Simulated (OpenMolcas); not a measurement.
**One shape, several levels: CHBClN (SMILES N#CBCl)**

We compute a comparison of 6 runs (HF/STO-3G, HF/3-21G, HF/pcseg-2, PBE0/def2-SVP, B3LYP/6-31G*, MP2/aug-cc-pVDZ) of CHBClN. 

The calculation is run with OpenMolcas 26.06.

2 further runs of the same task are left out: 1 that didn't finish, 1 set aside as unsound or not needed.

## 1. Starting point

CHBClN: 5 atoms, total charge 0, spin state singlet. SMILES: `N#CBCl`. The shape is that of a PBE0-D4/def2-TZVP optimisation.

Bond lengths: N1–C2 1.152 Å, C2–B3 1.528 Å, B3–Cl4 1.723 Å, B3–H5 1.187 Å. Angles: N1–C2–B3 178.6°, C2–B3–Cl4 119.2°, C2–B3–H5 120.7°, Cl4–B3–H5 120.1°.

## 2. Energy and gradient at HF/STO-3G (run 1)

The input, calc.inp:

```
* CHBClN Hartree-Fock
>>> EXPORT MOLCAS_PRINT=2

&GATEWAY
  BASLIB=$CurrDir
  COORD
  5
  angstrom
  N        1.053200      -1.411100       1.218200
  C        0.513400      -0.630900       0.564200
  B       -0.176600       0.429700      -0.293300
  Cl      -1.594500       0.005200      -1.176200
  H        0.254400       1.533500      -0.354200
  BASIS=STO-3G
  GROUP=NoSym

&SEWARD

&SCF
  THRESHOLDS=1e-10 1e-07 1e-07 1e-05
  PRORBITALS=1 1

&ALASKA
```

The basis set STO-3G is read from a file made from the Basis Set Exchange's data (not shown).

Launch:

```console
$ export MOLCAS_MEM=1860
$ pymolcas calc.inp > calc.log
```

Standard output:

```text
--- Start Module: gateway ---
[...]
--- Stop Module: gateway /rc=_RC_ALL_IS_WELL_ ---
[...]
      Basis functions           25
[...]
--- Start Module: scf ---
[...]
       Convergence after  13 Iterations
[...]
::    Total SCF energy                               -570.6950638102
[...]
      Total spin, S                                     0.0000000000
[...]
      Total electronic charge=   36.000000
      Total            charge=   -0.000000
[...]
      Dipole Moment (debye):
      Origin of the operator (angstrom)=   -0.5006   -0.2860   -0.2862
                   X=  5.8376E-02               Y=  1.7757E+00               Z= -5.5704E-01           Total=  1.8620E+00
      Quadrupole Moment (debye*angstrom):
[...]
--- Stop Module: scf /rc=_RC_ALL_IS_WELL_ ---
--- Start Module: alaska ---
[...]
 *              Molecular gradients               *
 **************************************************
  Irreducible representation: a
 ------------------------------------------------------------------------------------------
                              X                       Y                       Z
 ------------------------------------------------------------------------------------------
  N1               -1.05252258832422E-02    1.63804194865733E-02   -1.31491138129434E-02
  C2                7.97186186312904E-03   -1.69151226249245E-02    1.14800923780329E-02
  B3               -2.60427796153277E-02   -1.93082401187672E-02   -1.23178213984433E-02
  CL4               2.28992244314341E-02    5.15878607850584E-03    1.48285432140742E-02
  H5                5.69691920402216E-03    1.46841571785847E-02   -8.41700380705995E-04
 ------------------------------------------------------------------------------------------
--- Stop Module: alaska /rc=_RC_ALL_IS_WELL_ ---
[...]
```

Wall time 1.7 s (1 thread of Arm Neoverse V2, shared host); peak memory 0.37 GiB.

## 3. Energy and forces at HF/3-21G (run 2)

The input, calc.inp:

```
* CHBClN Hartree-Fock
>>> EXPORT MOLCAS_PRINT=2

&gateway
 baslib = $CurrDir
 coord
 5
 angstrom
 N        1.053200      -1.411100       1.218200
 C        0.513400      -0.630900       0.564200
 B       -0.176600       0.429700      -0.293300
 Cl      -1.594500       0.005200      -1.176200
 H        0.254400       1.533500      -0.354200
 basis = 3-21G
 group = NoSym

&seward

&scf
 thresholds = 1e-10 1e-07 1e-07 1e-05
 prorbitals = 1 1

&alaska
```

The basis set 3-21G is read from a file made from the Basis Set Exchange's data (not shown).

Launch:

```console
$ export MOLCAS_MEM=1860
$ pymolcas calc.inp > calc.log
```

Standard output:

```text
--- Start Module: gateway ---
[...]
--- Stop Module: gateway /rc=_RC_ALL_IS_WELL_ ---
[...]
      Basis functions           42
[...]
--- Start Module: scf ---
[...]
       Convergence after  15 Iterations
[...]
::    Total SCF energy                               -574.2453294466
[...]
      Total spin, S                                     0.0000000000
[...]
      Total electronic charge=   36.000000
      Total            charge=   -0.000000
[...]
      Dipole Moment (debye):
      Origin of the operator (angstrom)=   -0.5006   -0.2860   -0.2862
                   X= -1.1262E-01               Y=  2.0325E+00               Z= -7.6751E-01           Total=  2.1755E+00
      Quadrupole Moment (debye*angstrom):
[...]
--- Stop Module: scf /rc=_RC_ALL_IS_WELL_ ---
--- Start Module: alaska ---
[...]
 *              Molecular gradients               *
 **************************************************
  Irreducible representation: a
 ------------------------------------------------------------------------------------------
                              X                       Y                       Z
 ------------------------------------------------------------------------------------------
  N1                1.26135188848426E-02   -1.76203993765736E-02    1.50723154563970E-02
  C2               -1.47343192844396E-02    1.57370284980285E-02   -1.59722582301374E-02
  B3               -2.45285425503337E-02   -9.36357827470813E-03   -1.45817719098535E-02
  CL4               2.37794983841546E-02    4.62698945043338E-03    1.56453715355394E-02
  H5                2.86984456577621E-03    6.61995970285201E-03   -1.63656851933980E-04
 ------------------------------------------------------------------------------------------
--- Stop Module: alaska /rc=_RC_ALL_IS_WELL_ ---
[...]
```

Run time: 2 s. Hardware: 1 thread of Arm Neoverse V2, shared host; peak memory 0.38 GiB.

Runs 3 to 5 aren't shown in full; the table further down has their settings and results.

## 4. A single-point energy at MP2/aug-cc-pVDZ (run 6)

The input, calc.input:

```
&GATEWAY
BasLib = $CurrDir
Coord
5
angstrom
N        1.053200      -1.411100       1.218200
C        0.513400      -0.630900       0.564200
B       -0.176600       0.429700      -0.293300
Cl      -1.594500       0.005200      -1.176200
H        0.254400       1.533500      -0.354200
Basis = aug-cc-pVDZ
Group = NoSym
&SEWARD
&SCF
Thresholds = 1e-10 1e-07 1e-07 1e-05
PrOrbitals = 1 1
&MBPT2
Frozen = 8
```

The basis set aug-cc-pVDZ is read from a file made from the Basis Set Exchange's data (not shown).

Launch:

```console
$ export MOLCAS_MEM=1860
$ pymolcas calc.input > calc.log
```

Standard output:

```text
--- Start Module: gateway ---
[...]
--- Stop Module: gateway /rc=_RC_ALL_IS_WELL_ ---
[...]
      Basis functions          105
[...]
--- Start Module: scf ---
[...]
       Convergence after  15 Iterations
[...]
::    Total SCF energy                               -577.1360339639
[...]
      Total spin, S                                     0.0000000000
[...]
      Total electronic charge=   36.000000
      Total            charge=   -0.000000
[...]
      Dipole Moment (debye):
      Origin of the operator (angstrom)=   -0.5006   -0.2860   -0.2862
                   X= -8.7229E-01               Y=  2.1921E+00               Z= -1.3712E+00           Total=  2.7288E+00
      Quadrupole Moment (debye*angstrom):
[...]
--- Stop Module: scf /rc=_RC_ALL_IS_WELL_ ---
[...]
--- Start Module: mbpt2 ---
[...]
WARNING!
Default frozen orbitals as non valence orbitals is overwritten by user input.
Default values:   8
[...]
       Reference weight ( Cref**2 )         =        0.83076
::    Total MBPT2 energy                             -577.6457999198
[...]
      Total MBPT2 calculations                           0.41      0.46
--- Stop Module: mbpt2 /rc=_RC_ALL_IS_WELL_ ---
[...]
```

Run time: 11 s. Hardware: 1 thread of Arm Neoverse V2, shared host; peak memory 0.6 GiB.

## 5. Overview of the runs

| run | level | integration grid | Cartesian functions | energy (Eh) | dipole moment (D) of the reference | HOMO energy (eV) | LUMO energy (eV) | wall time |
| --- | --- | --- | --- | --- | --- | --- | --- | --- |
| 1 | HF/STO-3G | – | no | -570.695064 | 1.86 | -11.47 | 3.66 | 1.7 s |
| 2 | HF/3-21G | – | no | -574.245329 | 2.18 | -13.09 | 0.52 | 2 s |
| 3 | HF/pcseg-2 | – | no | -577.164002 | 2.72 | -13.14 | 0.46 | 36 s |
| 4 | PBE0/def2-SVP | UltraFine | no | -577.991503 | 2.43 | -9.55 | -3.04 | 16 s |
| 5 | B3LYP/6-31G* (Cartesian functions) | UltraFine | yes | -578.525976 | 2.32 | -9.26 | -3.15 | 16 s |
| 6 | MP2/aug-cc-pVDZ | – | no | -577.645800 | 2.73 | -13.13 | 0.39 | 11 s |

## 6. Outcome

```
                                          quantity          value
                               run 6: total energy  -577.64580 Eh
         run 6: dipole moment (mean-field density)         2.73 D
        run 6: HOMO energy (Hartree–Fock orbitals)      -13.13 eV
        run 6: LUMO energy (Hartree–Fock orbitals)        0.39 eV
      run 6: HOMO–LUMO gap (Hartree–Fock orbitals)       13.52 eV
run 6: correlation energy (8 core orbitals frozen)     -509.8 mEh
```

In words: Over runs 1, 2, 3, 4, 5 the dipole moment (its size) runs from 1.86 D (HF/STO-3G) to 2.72 D (HF/pcseg-2). Over runs 1, 2, 3, 4, 5 the HOMO–LUMO gap runs from 6.11 eV (B3LYP/6-31G*) to 15.13 eV (HF/STO-3G). The two ends differ in method and basis. Totals of different functionals can't be ranked against each other. In run 1 the basis is minimal, so the values are rough. All runs together took 83 s, the longest 36 s.
